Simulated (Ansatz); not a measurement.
**InNH2Cl (SMILES [NH2][In][Cl]): levels of theory compared**

Aim: a comparison of 6 runs (U-r2SCAN0/def2-SVP, U-wB97X/def2-SVP, UB2PLYP/def2-SVP, UPBE0/def2-SVP, USVWN5/def2-SVP, RPA@PBE/def2-SVP) of InNH2Cl. 

The results are computed with Ansatz 0.2.0.

53 further runs of the same task are left out: 53 set aside as unsound or not needed.

## Step 1: The system as given

InNH2Cl has 5 atoms, charge 0, and is taken as a doublet. As SMILES, `[NH2][In][Cl]`. The In2–Cl3 distance was set to 3.553 Å, away from the relaxed value. At this shape a bond of the SMILES string is far longer than usual.

Bond lengths: N1–In2 2.072 Å, N1–H4 1.015 Å, N1–H5 1.017 Å. Angles: In2–N1–H4 113.0°, In2–N1–H5 110.3°, H4–N1–H5 107.4°.

## Step 2: The energy at U-r2SCAN0/def2-SVP (core potential) (run 1)

molecule.yaml reads:

```yaml
crystal:
  periodic: [false, false, false]
  atoms:
    - symbol: N
      position_ang: [-1.044142, 1.305446, -1.079895]
    - symbol: In
      position_ang: [-1.313142, -0.720954, -0.739295]
    - symbol: Cl
      position_ang: [1.391500, -2.211500, 1.018700]
    - symbol: H
      position_ang: [-1.901242, 1.780646, -1.342695]
    - symbol: H
      position_ang: [-0.689242, 1.760046, -0.242195]
basis:
  gaussian:
    orbitals: def2-SVP
magnetization:
  spin_polarized: true
  initial_magnetization: 1
hamiltonian:
  xc: {name: r2SCAN0}
accuracy: high
output: {orbitals: {seedname: orbitals}}
```

Launch:

```
$ ansatz run molecule.yaml --threads 1 --pin off --max-ram 3480MiB --events-out events.jsonl --progress --plain --runs-dir runs
```

What it wrote:

```text
Warning: RAYON_NUM_THREADS=1 ignored (pool sized by the plan → 1); use --threads N
Functional definition: r2SCAN0
  name "r2SCAN0"
  parameter a = 0.25
  parameter k0 = 0.174
  parameter k1 = 0.065
  parameter a1 = 4.9479
  exchange = (1 - a)*r2scan_x(k0 = k0, k1 = k1, a1 = a1) + a*exact_x
  correlation = r2scan_c
1503 factors; integrals over basis functions are off by at most 6.5e-9 eV
mean field evaluation 1: about -19203.7260 eV, gradient 3.9e1 eV
mean field evaluation 2: about -19149.0260 eV, gradient 9.2e1 eV
mean field evaluation 4: about -19206.9350 eV, gradient 2.4e1 eV
mean field evaluation 8: about -19211.9212 eV, gradient 4.4e-1 eV
mean field evaluation 16: about -19212.0157 eV, gradient 2.8e-1 eV
mean field evaluation 32: about -19212.0191 eV, gradient 1.0e-3 eV
mean field evaluation 64: about -19211.8865 eV, gradient 1.2e0 eV
mean field -19212.01909277 eV, -706.0286792851 hartree, gradient 6.9e-8 eV, S^2 0.785022; 4 other end points of the search recorded, 0 dependent functions left out
reference -19212.01909705 eV, -706.0286794421 hartree; 24, 23 occupied and 44, 45 virtual orbitals, 1503 factors
Total energy: -19212.01909705 eV, -706.0286794421 hartree
```

It took 40 s on 1 thread of Arm Neoverse V1, shared host; peak memory 0.44 GiB.

## Step 3: The energy at U-wB97X/def2-SVP (core potential) (run 2)

run.yaml reads:

```yaml
crystal:
  periodic: [false, false, false]
  atoms:
    - {symbol: "N", position_ang: [-1.044142, 1.305446, -1.079895]}
    - {symbol: In, position_ang: [-1.313142, -0.720954, -0.739295]}
    - {symbol: Cl, position_ang: [1.391500, -2.211500, 1.018700]}
    - {symbol: H, position_ang: [-1.901242, 1.780646, -1.342695]}
    - {symbol: H, position_ang: [-0.689242, 1.760046, -0.242195]}
basis:
  gaussian:
    orbitals: def2-SVP
magnetization:
  spin_polarized: true
  initial_magnetization: 1
hamiltonian:
  xc: {name: wB97X}
accuracy: high
output: {orbitals: {seedname: orbitals}}
```

Launch:

```
$ ansatz run run.yaml --threads 1 --pin off --max-ram 3480MiB --events-out events.jsonl --progress --plain --runs-dir runs
```

What it wrote, shortened:

```text
Warning: RAYON_NUM_THREADS=1 ignored (pool sized by the plan → 1); use --threads N
Functional definition: wB97X
  name "wB97X"
[...]
      + exact_x_lr(omega)
[...]
      + integral(e_c_pw_opposite_spin*poly(b97_u_opposite, 1, cos1, cos2, cos3, cos4))
1503 factors; integrals over basis functions are off by at most 6.5e-9 eV
332 factors; integrals over basis functions are off by at most 2.2e-9 eV
[...]
mean field -19213.33846381 eV, -706.0771652766 hartree, gradient 9.5e-8 eV, S^2 0.777712; 6 other end points of the search recorded, 0 dependent functions left out
reference -19213.33846078 eV, -706.0771651652 hartree; 24, 23 occupied and 44, 45 virtual orbitals, 1503 factors
Total energy: -19213.33846078 eV, -706.0771651652 hartree
```

It took 83 s on 1 thread of Arm Neoverse V1, shared host; peak memory 0.69 GiB.

## Step 4: The energy at UB2PLYP/def2-SVP (core potential) (run 3)

input.yaml reads:

```yaml
crystal:
  periodic: [false, false, false]
  atoms:
    - symbol: "N"
      position_ang: [-1.044142, 1.305446, -1.079895]
    - symbol: In
      position_ang: [-1.313142, -0.720954, -0.739295]
    - symbol: Cl
      position_ang: [1.391500, -2.211500, 1.018700]
    - symbol: H
      position_ang: [-1.901242, 1.780646, -1.342695]
    - symbol: H
      position_ang: [-0.689242, 1.760046, -0.242195]
basis:
  gaussian: {orbitals: def2-SVP}
magnetization: {spin_polarized: true, initial_magnetization: 1}
hamiltonian: {xc: {name: B2PLYP}}
correlation: {frozen_orbitals: {Cl: 5, H: 0, In: 4, "N": 1}}
accuracy: high
output: {orbitals: {seedname: orbitals}}
```

Launch:

```
$ ansatz run input.yaml --threads 1 --pin off --max-ram 3480MiB --events-out events.jsonl --progress --plain --runs-dir runs
```

What it wrote, shortened:

```text
Warning: RAYON_NUM_THREADS=1 ignored (pool sized by the plan → 1); use --threads N
Functional definition: B2PLYP
  name "B2PLYP"
[...]
1503 factors; integrals over basis functions are off by at most 6.5e-9 eV
[...]
mean field -19196.55275513 eV, -705.4603018601 hartree, gradient 4.4e-8 eV, S^2 0.793309; 8 other end points of the search recorded, 0 dependent functions left out
10 core orbitals not correlated: weight in the atoms' cores, before any rotation towards them, 1.000 or more for the frozen orbitals, at most 0.000 for the correlated occupied ones
reference -19196.55277838 eV, -705.4603027147 hartree; 14, 13 occupied and 44, 45 virtual orbitals, 1503 factors
second order -12.47489607 eV of doubles, -0.00000000 eV of singles
Total energy: -19199.92100032 eV, -705.5840825879 hartree
```

It took 32 s on 1 thread of Arm Neoverse V1, shared host; peak memory 0.39 GiB.

Runs 4 to 5 aren't shown in full; the table further down has their settings and results.

## Step 5: A single-point energy at RPA@PBE/def2-SVP (core potential) (run 6)

input.yaml reads:

```yaml
crystal:
  periodic: [false, false, false]
  atoms:
    - {symbol: "N", position_ang: [-1.044142, 1.305446, -1.079895]}
    - {symbol: In, position_ang: [-1.313142, -0.720954, -0.739295]}
    - {symbol: Cl, position_ang: [1.391500, -2.211500, 1.018700]}
    - {symbol: H, position_ang: [-1.901242, 1.780646, -1.342695]}
    - {symbol: H, position_ang: [-0.689242, 1.760046, -0.242195]}
basis:
  gaussian:
    orbitals: def2-SVP
magnetization:
  spin_polarized: true
  initial_magnetization: 1
hamiltonian:
  xc: {name: PBE}
correlation:
  method: rpa
  frozen_orbitals: {Cl: 5, H: 0, In: 4, "N": 1}
accuracy: high
```

Launch:

```
$ ansatz run input.yaml --threads 1 --pin off --max-ram 3480MiB --events-out events.jsonl --progress --plain --runs-dir runs
```

What it wrote, shortened:

```text
Warning: RAYON_NUM_THREADS=1 ignored (pool sized by the plan → 1); use --threads N
Functional definition: PBE
  name "PBE"
[...]
1503 factors; integrals over basis functions are off by at most 6.5e-9 eV
[...]
mean field -19206.42016569 eV, -705.8229225099 hartree, gradient 1.7e-8 eV, S^2 0.754298; 8 other end points of the search recorded, 0 dependent functions left out
10 core orbitals not correlated: weight in the atoms' cores, before any rotation towards them, 1.000 or more for the frozen orbitals, at most 0.000 for the correlated occupied ones
reference -19158.22889803 eV, -704.0519260886 hartree; 14, 13 occupied and 44, 45 virtual orbitals, 1503 factors
Total energy: -19175.94633422 eV, -704.7030298592 hartree
```

Wall time 21 s (1 thread of Arm Neoverse V1, shared host); peak memory 0.32 GiB.

## Step 6: All runs side by side

| run | level | frozen core orbitals | energy (Eh) | HOMO energy (eV) | LUMO energy (eV) | ⟨S²⟩ | wall time |
| --- | --- | --- | --- | --- | --- | --- | --- |
| 1 | U-r2SCAN0/def2-SVP (core potential) | – | -706.028679 | -6.80 | -4.71 | 0.785 | 40 s |
| 2 | U-wB97X/def2-SVP (core potential) | – | -706.077165 | -8.45 | -3.27 | 0.778 | 83 s |
| 3 | UB2PLYP/def2-SVP (core potential) | 10 | -705.584083 | -7.09 | -3.65 | 0.793 | 32 s |
| 4 | UPBE0/def2-SVP (core potential) | – | -705.851132 | -6.68 | -4.76 | 0.770 | 17 s |
| 5 | USVWN5/def2-SVP (core potential) | – | -703.810221 | -5.61 | – | 0.752 | 6.9 s |
| 6 | RPA@PBE/def2-SVP (core potential) | 10 | -704.703030 | – | – | 0.754 | 21 s |

## Step 7: What came out

| quantity | value |
| --- | --- |
| run 6: total energy | -704.70303 Eh |
| run 6: RPA correlation energy (valence) | -651.1 mEh |
| run 6: ⟨S²⟩ of the reference determinant | 0.754 |

**Reading.** Totals of different functionals can't be ranked against each other. All runs together took 3.3 min, the longest 83 s.
